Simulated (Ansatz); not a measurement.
# One shape, several levels: CH4GeO2 (SMILES O=C[O][GeH3])

Wanted: a comparison of 6 runs (HF/3-21G, B2PLYP/def2-SVP, BLYP/def2-SVP, CAM-B3LYP/def2-SVP, PBE/def2-SVP, CCSD/def2-SVP) of CH4GeO2. 

The calculation is run with Ansatz 0.2.0.

53 further runs of the same task are left out: 53 set aside as unsound or not needed. Runs told in other sessions of the task aren't counted.

## 1. The molecule

CH4GeO2: 8 atoms, total charge 0, spin state singlet. As SMILES, `O=C[O][GeH3]`. The O3–Ge4 distance was set to 3.311 Å, away from the relaxed value. At this shape a bond of the SMILES string is far longer than usual.

Bond lengths: O1–C2 1.203 Å, C2–O3 1.318 Å, C2–H5 1.101 Å, Ge4–H6 1.528 Å, Ge4–H7 1.528 Å, Ge4–H8 1.531 Å. Angles: O1–C2–O3 124.7°, O1–C2–H5 123.7°, O3–C2–H5 111.6°, H6–Ge4–H7 113.7°, H6–Ge4–H8 112.4°, H7–Ge4–H8 112.4°.

## 2. A single-point energy at HF/3-21G (run 1)

File job.yaml:

```yaml
crystal:
  periodic: [false, false, false]
  atoms:
    - {symbol: O, position_ang: [2.493920, 0.044465, 1.190163]}
    - {symbol: C, position_ang: [2.640020, 1.060065, 0.562663]}
    - {symbol: O, position_ang: [1.737320, 1.580065, -0.244237]}
    - {symbol: Ge, position_ang: [-1.061900, -0.180000, -0.421000]}
    - {symbol: H, position_ang: [3.554420, 1.671965, 0.595363]}
    - {symbol: H, position_ang: [-1.700900, -0.218500, 0.966900]}
    - {symbol: H, position_ang: [-0.732900, -1.562300, -0.983900]}
    - {symbol: H, position_ang: [-1.861500, 0.676100, -1.407500]}
basis:
  gaussian:
    orbitals: 3-21G-spherical.json
hamiltonian:
  xc: hf
accuracy: high
output:
  orbitals: {seedname: orbitals}
```

The basis set 3-21G is read from a file made from the Basis Set Exchange's data (not shown).

On the command line:

```console
$ ansatz run job.yaml --threads 1 --pin off --max-ram 2610MiB --events-out events.jsonl --progress --plain --runs-dir runs
```

Output:

```text
Warning: RAYON_NUM_THREADS=1 ignored (pool sized by the plan → 1); use --threads N
Functional definition: HF
  name "HF"
  exchange = exact_x
  correlation = 0
1053 factors; integrals over basis functions are off by at most 1.5e-8 eV
mean field evaluation 1: about -61330.6042 eV, gradient 4.6e1 eV
mean field evaluation 2: about -61330.8944 eV, gradient 4.6e1 eV
mean field evaluation 4: about -61335.2985 eV, gradient 4.5e0 eV
mean field evaluation 8: about -61335.3877 eV, gradient 6.2e-1 eV
mean field evaluation 16: about -61335.3936 eV, gradient 2.3e-8 eV
mean field -61335.39359145 eV, -2254.0341398628 hartree, gradient 3.2e-8 eV, S^2 0.000000; 0 other end points of the search recorded, 0 dependent functions left out
reference -61335.39359145 eV, -2254.0341398628 hartree; 29, 29 occupied and 28, 28 virtual orbitals, 1053 factors
Total energy: -61335.39359145 eV, -2254.0341398628 hartree
```

Run time: 0.8 s. Hardware: 1 thread of Arm Neoverse V2, shared host; peak memory 0.12 GiB.

## 3. The energy at B2PLYP/def2-SVP (run 2)

Edit job.yaml of step 2 so:

```diff
@@ -12,8 +12,6 @@
 basis:
-  gaussian:
-    orbitals: 3-21G-spherical.json
-hamiltonian:
-  xc: hf
+  gaussian: {orbitals: def2-SVP}
+hamiltonian: {xc: {name: B2PLYP}}
+correlation: {frozen_orbitals: {C: 1, Ge: 9, H: 0, O: 1}}
 accuracy: high
-output:
-  orbitals: {seedname: orbitals}
+output: {orbitals: {seedname: orbitals}}
```

On the command line:

```console
$ ansatz run job.yaml --threads 1 --pin off --max-ram 2610MiB --events-out events.jsonl --progress --plain --runs-dir runs
```

Output:

```text
Warning: RAYON_NUM_THREADS=1 ignored (pool sized by the plan → 1); use --threads N
Functional definition: B2PLYP
  name "B2PLYP"
  parameter a = 0.53
  parameter c = 0.27
  exchange = (1 - a)*b88_x + a*exact_x
  correlation = (1 - c)*lyp_c + c*(mp2_os + mp2_ss)
1982 factors; integrals over basis functions are off by at most 2.4e-8 eV
mean field evaluation 1: about -61671.7548 eV, gradient 5.4e1 eV
mean field evaluation 2: about -61672.1067 eV, gradient 5.4e1 eV
mean field evaluation 4: about -61676.1236 eV, gradient 2.7e1 eV
mean field evaluation 8: about -61678.1669 eV, gradient 1.1e0 eV
mean field evaluation 16: about -61678.1920 eV, gradient 5.6e-3 eV
mean field evaluation 32: about -61678.1920 eV, gradient 1.0e-7 eV
mean field -61678.19204100 eV, -2266.6317505266 hartree, gradient 4.7e-8 eV, S^2 0.000000; 0 other end points of the search recorded, 0 dependent functions left out; unrestricted orbitals would lower it
12 core orbitals not correlated: weight in the atoms' cores, before any rotation towards them, 1.000 or more for the frozen orbitals, at most 0.000 for the correlated occupied ones
reference -61678.19206883 eV, -2266.6317515495 hartree; 17, 17 occupied and 65, 65 virtual orbitals, 1982 factors
second order -25.79941748 eV of doubles, -0.00000000 eV of singles
Total energy: -61685.15791155 eV, -2266.8877415478 hartree
```

Wall time 14 s (1 thread of Arm Neoverse V2, shared host); peak memory 0.4 GiB.

Runs 3 to 5 aren't shown in full; the table further down has their settings and results.

## 4. The energy at CCSD/def2-SVP (run 6)

File input.yaml:

```yaml
crystal:
  periodic: [false, false, false]
  atoms:
    - symbol: O
      position_ang: [2.493920, 0.044465, 1.190163]
    - symbol: C
      position_ang: [2.640020, 1.060065, 0.562663]
    - symbol: O
      position_ang: [1.737320, 1.580065, -0.244237]
    - symbol: Ge
      position_ang: [-1.061900, -0.180000, -0.421000]
    - symbol: H
      position_ang: [3.554420, 1.671965, 0.595363]
    - symbol: H
      position_ang: [-1.700900, -0.218500, 0.966900]
    - symbol: H
      position_ang: [-0.732900, -1.562300, -0.983900]
    - symbol: H
      position_ang: [-1.861500, 0.676100, -1.407500]
basis:
  gaussian: {orbitals: def2-SVP}
correlation: {method: ccsd, frozen_orbitals: {C: 1, Ge: 9, H: 0, O: 1}}
accuracy: high
scf: {omitted_lower_state_checks: [cluster_reference, increment]}
```

On the command line:

```console
$ ansatz run input.yaml --threads 1 --pin off --max-ram 2610MiB --events-out events.jsonl --progress --plain --runs-dir runs
```

Output:

```text
Warning: RAYON_NUM_THREADS=1 ignored (pool sized by the plan → 1); use --threads N
[... 4 set-up lines as earlier in the session ...]
these checks for a lower state are left out or cut short: cluster_reference, increment
1982 factors; integrals over basis functions are off by at most 2.4e-8 eV
mean field evaluation 1: about -61621.6925 eV, gradient 4.7e1 eV
mean field evaluation 2: about -61621.7695 eV, gradient 4.7e1 eV
mean field evaluation 4: about -61626.4694 eV, gradient 4.6e0 eV
mean field evaluation 8: about -61626.5496 eV, gradient 5.0e-1 eV
mean field evaluation 16: about -61626.5528 eV, gradient 4.6e-7 eV
mean field -61626.55278045 eV, -2264.7340427037 hartree, gradient 2.0e-8 eV, S^2 0.000000; 0 other end points of the search recorded, 0 dependent functions left out; unrestricted orbitals would lower it
12 core orbitals not correlated: weight in the atoms' cores, before any rotation towards them, 1.000 or more for the frozen orbitals, at most 0.000 for the correlated occupied ones
reference -61626.55278045 eV, -2264.7340427037 hartree; 17, 17 occupied and 65, 65 virtual orbitals, 1982 factors
second order -20.01206653 eV of doubles, -0.00000000 eV of singles
cycle   1  -19.44929343 eV  change    5.6e-1 eV  update   2.3e-1
cycle   2  -20.18336207 eV  change   -7.3e-1 eV  update   1.3e-1
cycle   3  -20.55293528 eV  change   -3.7e-1 eV  update   9.4e-2
cycle   4  -20.69606716 eV  change   -1.4e-1 eV  update   6.0e-2
cycle   5  -20.64671245 eV  change    4.9e-2 eV  update   3.1e-2
cycle   6  -20.66000078 eV  change   -1.3e-2 eV  update   1.6e-2
cycle   7  -20.67750461 eV  change   -1.8e-2 eV  update   9.7e-3
cycle   8  -20.67753101 eV  change   -2.6e-5 eV  update   6.5e-3
cycle   9  -20.67949338 eV  change   -2.0e-3 eV  update   5.7e-3
cycle  10  -20.68703034 eV  change   -7.5e-3 eV  update   3.4e-3
cycle  11  -20.68136419 eV  change    5.7e-3 eV  update   2.3e-3
cycle  12  -20.68247445 eV  change   -1.1e-3 eV  update   1.2e-3
cycle  13  -20.68288461 eV  change   -4.1e-4 eV  update   4.1e-4
cycle  14  -20.68280089 eV  change    8.4e-5 eV  update   1.9e-4
cycle  15  -20.68262648 eV  change    1.7e-4 eV  update   7.2e-5
cycle  16  -20.68264564 eV  change   -1.9e-5 eV  update   3.4e-5
cycle  17  -20.68260474 eV  change    4.1e-5 eV  update   2.0e-5
cycle  18  -20.68259254 eV  change    1.2e-5 eV  update   5.6e-6
cycle  19  -20.68259309 eV  change   -5.5e-7 eV  update   2.4e-6
cycle  20  -20.68259326 eV  change   -1.7e-7 eV  update   1.3e-6
cycle  21  -20.68259221 eV  change    1.0e-6 eV  update   6.6e-7
cycle  22  -20.68259165 eV  change    5.6e-7 eV  update   4.6e-7
cycle  23  -20.68259199 eV  change   -3.4e-7 eV  update   2.3e-7
cycle  24  -20.68259214 eV  change   -1.5e-7 eV  update   1.3e-7
cycle  25  -20.68259281 eV  change   -6.6e-7 eV  update   2.0e-7
cycle  26  -20.68259279 eV  change    1.6e-8 eV  update   9.9e-8
cycle  27  -20.68259291 eV  change   -1.2e-7 eV  update   4.3e-8
cycle  28  -20.68259293 eV  change   -2.4e-8 eV  update   2.0e-8
cycle  29  -20.68259295 eV  change   -2.3e-8 eV  update   1.0e-8
cycle  30  -20.68259295 eV  change   3.3e-10 eV  update   6.6e-9
cycle  31  -20.68259295 eV  change  -2.5e-10 eV  update   4.5e-9
cycle  32  -20.68259295 eV  change   4.5e-11 eV  update   3.3e-9
Total energy: -61647.23537340 eV, -2265.4941139756 hartree
Checks for a lower state left out: cluster_reference, increment
```

Run time: 38 s. Hardware: 1 thread of Arm Neoverse V2, shared host; peak memory 0.57 GiB.

## 5. Overview of the runs

| run | level | frozen core orbitals | energy (Eh) | HOMO energy (eV) | LUMO energy (eV) | HOMO–LUMO gap (eV) | wall time |
| --- | --- | --- | --- | --- | --- | --- | --- |
| 1 | HF/3-21G | – | -2254.034140 | -9.21 | -1.61 | 7.60 | 0.8 s |
| 2 | B2PLYP/def2-SVP | 12 | -2266.887742 | -7.91 | -3.61 | 4.30 | 14 s |
| 3 | BLYP/def2-SVP | – | -2267.474603 | -5.31 | -4.86 | 0.45 | 7.2 s |
| 4 | CAM-B3LYP/def2-SVP | – | -2267.474351 | -7.96 | -3.65 | 4.31 | 9 s |
| 5 | PBE/def2-SVP | – | -2266.933275 | -5.44 | -4.97 | 0.47 | 7.2 s |
| 6 | CCSD/def2-SVP | 12 | -2265.494114 | – | – | – | 38 s |

## 6. Outcome

| quantity | value |
| --- | --- |
| run 6: total energy | -2265.49411 Eh |
| run 6: correlation energy (12 core orbitals frozen) | -760.1 mEh |
| run 6: T1 diagnostic | 0.056 |

Over runs 1, 2, 3, 4, 5 the HOMO–LUMO gap runs from 0.45 eV (BLYP/def2-SVP) to 7.60 eV (HF/3-21G). The two ends differ in method and basis. Totals of different functionals can't be ranked against each other. In run 6 the T1 diagnostic is large, so a single reference may not serve. In runs 2, 6 the log says that unrestricted orbitals would lower the reference, so the values rest on an unstable closed-shell determinant (other closed-shell runs at this shape may share the fault). In all runs a closed-shell determinant meets a far-stretched bond; if it breaks into open shells, such a determinant describes it badly, and no broken-symmetry solution was shown. All runs together took 76 s, the longest 38 s.
